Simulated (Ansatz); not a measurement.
# WS2: the cost of one run

Computed with Ansatz 0.2.0 (plane waves, PAW, unless a step's input says otherwise).

1 further run of the same task is left out (it didn't finish).

## 1. Starting point

Symmetry: P6_3/mmc, No. 194, hexagonal system. The conventional cell has a = 3.170 Å, b = 3.170 Å, c = 12.491 Å, α = 90.00°, β = 90.00°, γ = 120.00°. Around W (site symmetry -6m2) lie 6 S at 2.41 Å. Around S (site symmetry 3m) lie 3 W at 2.41 Å.

Structure file:

```
W S
1.0
     3.16995    0.00000    0.00000
    -1.58497    2.74525    0.00000
     0.00000    0.00000   12.49107
W S
2 4
Direct
  0.33333 0.66667 0.25000
  0.66667 0.33333 0.75000
  0.66667 0.33333 0.37511
  0.66667 0.33333 0.12489
  0.33333 0.66667 0.87511
  0.33333 0.66667 0.62489
```

Cell and atoms come from an earlier r2SCAN+rVV10 relaxation. No spin polarisation is used; should the compound be magnetic, its bands and low-energy spectrum would differ. No run includes spin-orbit coupling, which matters for W.

## 2. PBE, anion s p, 6×6×2

input.yaml

```yaml
crystal:
  lattice:
    - [3.1699463355, 0.0, 0.0]
    - [-1.5849731677, 2.7452540551, 0.0]
    - [0.0, 0.0, 12.4910704279]
  atoms:
    - { symbol: W, position: [0.3333333333, 0.6666666667, 0.25] }
    - { symbol: W, position: [0.6666666667, 0.3333333333, 0.75] }
    - { symbol: S, position: [0.6666666667, 0.3333333333, 0.3751079148] }
    - { symbol: S, position: [0.6666666667, 0.3333333333, 0.1248920852] }
    - { symbol: S, position: [0.3333333333, 0.6666666667, 0.8751079148] }
    - { symbol: S, position: [0.3333333333, 0.6666666667, 0.6248920852] }
kpoints:
  mp_grid: { grid: [9, 9, 2] }
  band_path:
    path:
      - [[0.0, 0.0, 0.0], [0.5, 1.067932489033e-17, 0.0], [0.3333333333333, 0.3333333333333, 0.0], [0.0, 0.0, 0.0], [0.0, 0.0, 0.5], [0.5, 1.067932489033e-17, 0.5], [0.3333333333333, 0.3333333333333, 0.5], [0.0, 0.0, 0.5]]
      - [[0.5, 1.067932489033e-17, 0.5], [0.5, 1.067932489033e-17, 0.0]]
      - [[0.3333333333333, 0.3333333333333, 0.5], [0.3333333333333, 0.3333333333333, 0.0]]
    npoints: 10
hamiltonian:
  xc: pbe
scf:
  occupations: { method: fixed }
  n_extra_bands: 6
output:
  forces: false
  stress: false
  eigenvalues: true
  wannier:
    kmesh: [6, 6, 2]
    projections: [{ species: S, l: s, shell: 3 }, { species: S, l: p, shell: 3 }]
    minimise: true
    write_hr: true
    conv_tol: 1.0e-08
    max_iter: 3000
  write_density: true
  write_potential: true
  elf: true
  volumetric_format: npy
```

On the command line:

```bash
> ansatz run input.yaml --threads 4 --pin off --max-ram 5529MiB --backend cpu --events-out ev --progress --plain --runs-dir out
```

Q: Estimate wall time and peak memory on 4 threads of Arm Neoverse N1, shared host.

About 13 s, with a peak of 0.45 GiB.
